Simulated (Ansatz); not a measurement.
A nudged elastic band was laid between two geometries of a periodic cell of 23 atoms, Sn8O14F (host SnO2, host structure P4_2/mnm, dopant F, one O atom removed), cell charge +1.

Level of theory: DFT PBE, scalar-relativistic, plane waves, PAW (Ansatz). Settings: PAW set soft_1, cutoff 420 eV, k mesh 2x2x2, gaussian smearing 0.02 eV, no spin polarisation.

```json
{
 "movable images": "5",
 "climbing image": "yes",
 "spring": "5.0 eV/Å²",
 "optimiser": "quadratic models (default)",
 "start path": "IDPP",
 "force threshold": "0.05 eV/Å",
 "iteration limit": "40",
 "end points": "relaxed"
}
```

Initial state:

```xyz
23
Lattice="-4.7380 -4.7380 0.0000 4.7380 -4.7380 0.0000 0.0000 0.0000 6.3730" Properties=species:S:1:pos:R:3
Sn -0.007 -4.738 0.002
Sn 2.373 -2.358 1.588
O 1.439 -3.290 0.002
O 0.906 -0.907 1.562
O -1.441 -6.173 0.002
O 3.823 -3.826 1.562
Sn 0.009 -4.723 3.188
Sn 2.373 -2.358 4.789
O 1.448 -3.282 3.189
O 0.906 -0.908 4.816
O -1.436 -6.168 3.189
O 3.823 -3.826 4.816
Sn -0.320 -0.313 0.003
Sn -2.295 -2.288 1.608
F -3.334 -3.326 0.003
O 0.943 -5.661 1.573
O -0.930 -3.788 1.574
Sn 0.073 0.080 3.189
Sn -2.293 -2.287 4.771
O -3.228 -3.218 3.190
O 0.943 -5.660 4.804
O -1.383 -1.376 3.189
O -0.931 -3.789 4.803
```

Final state:

Only the atoms that move by more than 0.05 Å are listed.
```
Sn13 0.326 0.326 0.000
Sn14 -2.443 -2.443 1.606
F15 -1.410 -1.410 0.000
Sn18 -0.073 -0.073 3.187
Sn19 -2.443 -2.443 4.767
O20 -3.354 -3.354 3.187
O22 -1.512 -1.512 3.187
```

Q: Which bonds break or form, and what moves?

A: The atom that moves furthest is F15, by 2.72 Å; four of its nearest neighbours are Sn14 2.18, Sn19 2.18, Sn13 2.44, O6 2.84 Å at the first end and Sn14 2.17, Sn19 2.17, Sn13 2.46, O10 2.84 Å at the last.

Q: What energy profile does the band end with?

A: It converged. The highest image is number 3 of 0 to 6, 3.00 eV above the ends, which have the same energy within 2 meV. Neighbouring images differ by up to 1.7 eV, so the band resolves the path poorly. By the program's own check the climbing image is a first-order saddle point (lowest curvatures found: -9.19 and 0.08 eV/Å²). Limits of this set-up: coarse k mesh, no spin, though dangling bonds at a vacancy may carry it, a small cell, in which the defect meets its images, charged cell in a uniform background, uncorrected.

```csv
image,path coordinate (Å),energy (eV)
0,0.00,0.00
1,0.72,0.28
2,1.43,1.45
3,2.15,3.00
4,3.06,2.15
5,3.98,0.44
6,4.89,0.00
```

Q: What is the geometry of the highest image?

A: 
```xyz
23
Lattice="-4.7380 -4.7380 0.0000 4.7380 -4.7380 0.0000 0.0000 0.0000 6.3730" Properties=species:S:1:pos:R:3
Sn 0.005 -4.783 0.020
Sn 2.214 -2.468 1.593
O 1.375 -3.273 -0.090
O 0.542 -1.141 1.554
O -1.434 -6.254 0.111
O 3.513 -4.153 1.612
Sn 0.007 -4.790 3.167
Sn 2.372 -2.293 4.776
O 1.364 -3.262 3.274
O 1.082 -0.707 4.819
O -1.470 -6.226 3.074
O 3.817 -3.742 4.798
Sn 0.302 0.479 0.073
Sn -1.705 -1.786 1.644
F -2.651 -2.703 0.129
O 1.101 -5.599 1.591
O -0.852 -3.721 1.596
Sn 0.051 0.103 3.251
Sn -2.540 -2.615 4.495
O -3.284 -3.263 2.797
O 0.887 -5.793 4.779
O -1.301 -1.422 3.542
O -1.020 -3.942 4.781
```

The band took 31 iterations and about 50 core-minutes.

Run time: 31 min on 2 threads of Arm Neoverse V2, on a shared host, peak memory 1.5 GiB.
